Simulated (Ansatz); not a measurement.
# CH7AlFNSi: a ladder of functionals and wavefunction methods

How much do the methods differ for CH7AlFNSi? The plan is to run it at one geometry with functionals of several rungs and with coupled cluster. The yardstick is the atomisation energy at the CCSD(T) limit.

The runs use Ansatz 0.2.0, Gaussian basis; functionals in def2-TZVPP, the program's frozen cores in correlated methods.

Plan: PBE-D4, r2SCAN-D4, PBE0-D4, B3LYP-D4, ωB97X-V, ωB97M-V, B2PLYP; CCSD(T)/def2-TZVPP; MP2/def2-QZVPP; extrapolation to the limit.

## Step 1: The relaxed structure

An earlier PBE0-D4 in a triple-zeta def2 set relaxation fixed the geometry.

SMILES `[CH3][Al]([NH2])[SiH2]F`, 12 atoms, charge 0, spin multiplicity 1.

Atoms are counted from 1 here; the program's logs count them from 0.

Bond lengths: C1–Al2 1.949 Å, C1–H6 1.095 Å, C1–H7 1.093 Å, C1–H8 1.094 Å, Al2–N3 1.771 Å, Al2–Si4 2.470 Å, N3–H9 1.008 Å, N3–H10 1.007 Å, Si4–F5 1.618 Å, Si4–H11 1.494 Å, Si4–H12 1.493 Å. Angles: Al2–C1–H6 111.0°, Al2–C1–H7 112.4°, Al2–C1–H8 111.0°, H6–C1–H7 107.8°, H6–C1–H8 106.5°, H7–C1–H8 107.9°, C1–Al2–N3 120.4°, C1–Al2–Si4 124.3°, N3–Al2–Si4 115.3°, Al2–N3–H9 125.0°, Al2–N3–H10 125.1°, H9–N3–H10 109.9°, Al2–Si4–F5 109.9°, Al2–Si4–H11 113.6°, Al2–Si4–H12 114.0°, F5–Si4–H11 106.4°, F5–Si4–H12 106.6°, H11–Si4–H12 105.8°.

## Step 2: PBE-D4 (GGA)

Contents of in.yaml:

```yaml
crystal:
  periodic: [false, false, false]
  atoms:
    - {symbol: C, position_ang: [-1.559669, -0.436322, 1.231378]}
    - {symbol: Al, position_ang: [0.128421, -0.145589, 0.300859]}
    - {symbol: N, position_ang: [1.658744, -0.628574, 1.050001]}
    - {symbol: Si, position_ang: [0.322351, 0.850145, -1.950972]}
    - {symbol: F, position_ang: [-0.900060, 1.878900, -2.206552]}
    - {symbol: H, position_ang: [-2.197989, -1.131799, 0.676904]}
    - {symbol: H, position_ang: [-1.417014, -0.842803, 2.236156]}
    - {symbol: H, position_ang: [-2.123449, 0.497260, 1.322702]}
    - {symbol: H, position_ang: [1.746707, -1.073296, 1.950292]}
    - {symbol: H, position_ang: [2.570805, -0.491938, 0.644994]}
    - {symbol: H, position_ang: [0.266227, -0.154032, -3.055500]}
    - {symbol: H, position_ang: [1.581925, 1.622949, -2.166160]}
basis:
  gaussian: {orbitals: def2-TZVPP}
hamiltonian: {xc: pbe, dispersion: d4}
output: {forces: true, orbitals: {seedname: orbitals}}
```

On the command line:

```
$ ansatz run in.yaml --threads 4 --pin off --events-out ev --progress --plain --max-ram 10444MiB
```

The runs that follow: r2SCAN-D4 (meta-GGA); PBE0-D4 (hybrid); B3LYP-D4 (hybrid); ωB97X-V (range-separated); ωB97M-V (range-separated); B2PLYP (double hybrid); CCSD(T) in def2-TZVPP; MP2 in def2-QZVPP.

**Question.** What will the summary of the whole plan be? Wanted: atomisation energy, CCSD(T)/CBS; farthest; mean size of error, hybrid; mean size of error, range-separated; gap, smallest and largest; T1 diagnostic; triples share of the correlation energy.

The runs gave:

| quantity | value |
| --- | --- |
| atomisation energy, CCSD(T)/CBS | 995.4 kcal/mol |
| functionals within 5.0 kcal/mol (0.5 %) | PBE-D4, r2SCAN-D4, B3LYP-D4, ωB97X-V, ωB97M-V |
| farthest | B2PLYP (-13.6 kcal/mol) |
| mean size of error, hybrid | 6.6 kcal/mol |
| mean size of error, range-separated | 1.5 kcal/mol |
| gap, smallest and largest | 4.32 eV (PBE-D4), 10.45 eV (ωB97X-V) |
| T1 diagnostic | 0.0117 |
| triples share of the correlation energy | 3.3 % |

What this shows: PBE-D4 misses by +3.8 kcal/mol. Double hybrids carry the basis error of their MP2 part in triple zeta, and no dispersion term here, so their miss is partly the set-up's. The reference freezes the cores and leaves out relativity and excitations past (T), so misses under about 5.0 kcal/mol can't be ranked. Hartree-Fock recovers 73 % of the binding; the rest is correlation. The gap grows from 4.3 to 10.5 eV across the functionals, mostly with the share of exact exchange.
